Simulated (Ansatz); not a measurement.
**C₂H₅BOSi: geometry optimisation**

Aim: relax C₂H₅BOSi at this level.

Program: Ansatz 0.2.0. Level of theory: RKS r2SCAN-D4/def2-SVP. These are calculated values, not measurements.

## 1. The starting structure

SMILES `BC1=C[SiH2]O1`, 10 atoms, charge 0, spin multiplicity 1.

Atoms are counted from 1 here; the program's logs count them from 0.

Bond lengths: B1–C2 1.552 Å, B1–H6 1.214 Å, B1–H7 1.215 Å, C2–C3 1.381 Å, C2–O5 1.411 Å, C3–Si4 1.861 Å, C3–H8 1.096 Å, Si4–O5 1.748 Å, Si4–H9 1.501 Å, Si4–H10 1.501 Å. Angles: C2–B1–H6 121.3°, C2–B1–H7 117.7°, H6–B1–H7 121.0°, B1–C2–C3 129.3°, B1–C2–O5 122.1°, C3–C2–O5 108.7°, C2–C3–Si4 85.0°, C2–C3–H8 127.8°, Si4–C3–H8 147.2°, C3–Si4–O5 77.8°, C3–Si4–H9 119.5°, C3–Si4–H10 119.5°, O5–Si4–H9 112.8°, O5–Si4–H10 112.8°, H9–Si4–H10 110.3°, C2–O5–Si4 88.6°.

As a file:

```xyz
10
charge 0, multiplicity 1
B    -1.07005   -0.36179   -1.67303
C    -0.21315   -0.03066   -0.42257
C    -0.14745   -0.68684    0.79129
Si    1.09466    0.62253    1.24596
O     0.66656    1.07153   -0.38825
H    -1.01354    0.32148   -2.67443
H    -1.80168   -1.33013   -1.61711
H    -0.69976   -1.58117    1.10206
H     2.54191    0.25110    1.38645
H     0.72559    1.67266    2.25253
```

## 2. Relaxation

File input.yaml:

```yaml
crystal:
  periodic: [false, false, false]
  atoms:
    - { symbol: B, position_ang: [-1.070046, -0.361794, -1.673029] }
    - { symbol: C, position_ang: [-0.213148, -0.030661, -0.422571] }
    - { symbol: C, position_ang: [-0.147448, -0.686844, 0.79129] }
    - { symbol: Si, position_ang: [1.094664, 0.622526, 1.24596] }
    - { symbol: O, position_ang: [0.666559, 1.071527, -0.388253] }
    - { symbol: H, position_ang: [-1.013537, 0.321483, -2.674427] }
    - { symbol: H, position_ang: [-1.801681, -1.330127, -1.617109] }
    - { symbol: H, position_ang: [-0.699755, -1.58117, 1.102063] }
    - { symbol: H, position_ang: [2.541906, 0.251097, 1.386449] }
    - { symbol: H, position_ang: [0.725586, 1.672662, 2.252528] }
basis:
  gaussian: { orbitals: def2-SVP }
hamiltonian:
  xc: r2scan
  dispersion: d4
output:
  forces: true
relax:
  f_tol: 0.003
  max_steps: 120
```

Command:

```
> ansatz run input.yaml --threads 1 --pin off --max-ram 2560MiB --backend cpu --events-out ev --progress --plain --runs-dir out
```

**Question.** What will these runs give? Wanted: energy gained; root mean square move; dipole moment.

As calculated:

| quantity | value |
| --- | --- |
| energy gained | 0.0135 eV |
| root mean square move | 0.015 Å |
| dipole moment | 1.92 D |

**Reading.** Bond lengths: B1–C2 1.550 Å, B1–H6 1.204 Å, B1–H7 1.206 Å, C2–C3 1.373 Å, C2–O5 1.407 Å, C3–Si4 1.851 Å, C3–H8 1.089 Å, Si4–O5 1.728 Å, Si4–H9 1.488 Å, Si4–H10 1.488 Å. Angles: C2–B1–H6 121.0°, C2–B1–H7 117.8°, H6–B1–H7 121.3°, B1–C2–C3 129.7°, B1–C2–O5 121.7°, C3–C2–O5 108.6°, C2–C3–Si4 84.7°, C2–C3–H8 127.1°, Si4–C3–H8 148.2°, C3–Si4–O5 78.1°, C3–Si4–H9 119.4°, C3–Si4–H10 119.4°, O5–Si4–H9 112.9°, O5–Si4–H10 112.9°, H9–Si4–H10 110.2°, C2–O5–Si4 88.6°. No frequencies were computed here.
